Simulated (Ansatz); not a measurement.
# BiTe: the cost of one run

Method: DFT PBE, scalar-relativistic, plane waves, PAW, in Ansatz 0.2.0.

2 further runs of the same task are left out: 2 set aside as unsound or not needed.

## Step 1: The system as given

It takes space group R-3m (No. 166, trigonal). The conventional cell has a = 4.845 Å, b = 4.845 Å, c = 9.940 Å, α = 90.00°, β = 90.00°, γ = 120.00°. Bi (site symmetry -3m) has 6 Te at 3.25 Å as nearest neighbours. Te (site symmetry -3m) has 6 Bi at 3.25 Å as nearest neighbours.

Structure file:

```
CELL_PARAMETERS angstrom
2.42229 1.39851 3.31334
-2.42229 1.39851 3.31334
0.00000 -2.79703 3.31334
ATOMIC_POSITIONS crystal
Bi 0.50000 0.50000 0.50000
Te 0.00000 0.00000 0.00000
```

It goes back to an entry of the Materials Project, which need not be the stable form.

It is the result of an earlier relaxation at this level (volume 33.67 Å³/atom; gap on the mesh: none (metal)).

## Step 2: Electronic structure at the relaxed geometry

Input file input.yaml:

```yaml
crystal:
  lattice:
    - [2.4222948366, 1.398512576, 3.3133448236]
    - [-2.4222948366, 1.398512576, 3.3133448236]
    - [0.0, -2.797025152, 3.3133448236]
  atoms:
    - { symbol: Bi, position: [0.5, 0.5, 0.5] }
    - { symbol: Te, position: [0.0, 0.0, 0.0] }
basis:
  ecutwfc: 420
kpoints:
  mp_grid: { grid: [12, 12, 12] }
  band_path:
    path:
      - [[0.0, 0.0, 0.0], [0.5, 0.5, 0.5], [0.71456293, 0.28543707, 0.5]]
      - [[0.5, -0.28543707, 0.28543707], [0.5, 0.0, 0.0], [0.0, 0.0, 0.0], [0.39271853, -0.39271853, 0.0]]
      - [[0.60728147, 0.0, 0.39271853], [0.5, 0.0, 0.5], [0.0, 0.0, 0.0]]
    npoints: 14
hamiltonian:
  xc: pbe
scf:
  occupations: { method: gaussian, width: 0.1 }
  n_extra_bands: 6
output:
  forces: true
  stress: true
  eigenvalues: true
  populations: true
  dos: { projected: true, de: 0.02, nscf_kmesh: { grid: [18, 18, 18] } }
  bader: true
  write_density: true
  write_potential: true
  elf: true
  volumetric_format: npy
```

Run with:

```
$ ansatz run input.yaml --threads 1 --pin off --max-ram 2560MiB --backend cpu --events-out ev --progress --plain --runs-dir out
```

What time and memory should one allow on 1 thread of Intel Xeon 6975P-C (Granite Rapids), shared host?

About 28 s, with a peak of 0.76 GiB.
